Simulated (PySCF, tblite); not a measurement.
# C4H5BF3O2 radical: geometry, infrared bands and EPR parameters

Aim: predict the infrared bands and EPR parameters of C4H5BF3O2 radical (`FC(F)(F)C1CO[B]OC1`).

Computed with tblite 0.8.0 and PySCF 2.14.0, with density-fitted response routines of our own, on a single molecule in the gas phase. Atoms count from 0, in the outputs and in this text.

## Step 1: The molecule as given

15 atoms, charge 0, multiplicity 2; geometry from: force field or distance geometry start.

Bonds of the start (Å): F0–C1 1.40, C1–F2 1.37, C1–F3 1.40, C1–C4 1.49, C4–C5 1.52, C5–O6 1.40, O6–B7 1.46, B7–O8 1.45, O8–C9 1.38, C9–C4 1.51, C4–H10 1.12, C5–H11 1.09, C5–H12 1.11, C9–H13 1.12, C9–H14 1.12.

## Step 2: Optimising the geometry with GFN2-xTB

What the job is given:

```
{"job": {"kind": "relax", "xc": "GFN2-xTB", "basis": "xTB"}, "charge": 0, "multiplicity": 2}
F      1.993200    -1.387600     0.836500
C      1.577900    -0.127300     0.377200
F      1.744900     0.758500     1.407200
F      2.428600     0.193500    -0.680900
C      0.203300    -0.202000    -0.190700
C     -0.820100    -0.678700     0.829000
O     -1.781100    -1.330100     0.048500
B     -2.061300    -0.412100    -1.045400
O     -1.610400     0.967500    -1.098000
C     -0.285900     1.118100    -0.740700
H      0.198400    -0.942600    -1.025800
H     -1.325700     0.129600     1.356700
H     -0.359400    -1.341500     1.589500
H      0.290100     1.310600    -1.679200
H     -0.196800     1.952100    -0.006000
```

The run is started by

```console
OMP_NUM_THREADS=1 python probes_run.py task.json out
```

One launch serves the whole session: the jobs run in the order shown.

**Question.** This job is followed by: GFN2-xTB harmonic vibrations, gas phase; UKS B3LYP, pcH-1 on B C F H O, non-relativistic, mean-field spin-orbit, GIAO. What will the session give for the following? strongest single infrared mode (GFN2-xTB); zero-point energy (GFN2-xTB); g(iso) (B3LYP); ⟨S²⟩; largest a(iso) (averaged by class); potential on the surface of density 0.002 e/bohr³, 1st and 99th percentile.

**Answer**, as computed:

| quantity | value |
| --- | --- |
| strongest single infrared mode (GFN2-xTB) | 1169 cm⁻¹, 410 km/mol |
| zero-point energy (GFN2-xTB) | 60.8 kcal/mol |
| g(iso) (B3LYP) | 2.00186 |
| ⟨S²⟩ | 0.752 (exact 0.75) |
| largest a(iso) (averaged by class) | 11B on B7, 752.1 MHz |
| potential on the surface of density 0.002 e/bohr³, 1st and 99th percentile | -1.12 V and 1.38 V |

In words: Relaxing lowered the energy by 1.222 eV in 52 steps; the close pair that moved most is O6–B7, from 1.455 to 1.345 Å. No mode is imaginary among the 39: a minimum at this level. The strongest single mode, at 1169 cm⁻¹, moves mainly B7. Unscaled tight-binding wavenumbers are off by several per cent, some by more. Its intensities can rank the bands wrongly. B7 carries the largest spin population, 0.96 e. The isotropic g lies 0.5 ppt below the free-electron value. These values are for one conformer; the search (at its own cheap level) found 2 more, at 0.00, 1.29 kcal/mol (those within 0.05 may be mirror or relabelled copies), and measured spectra average over such forms.
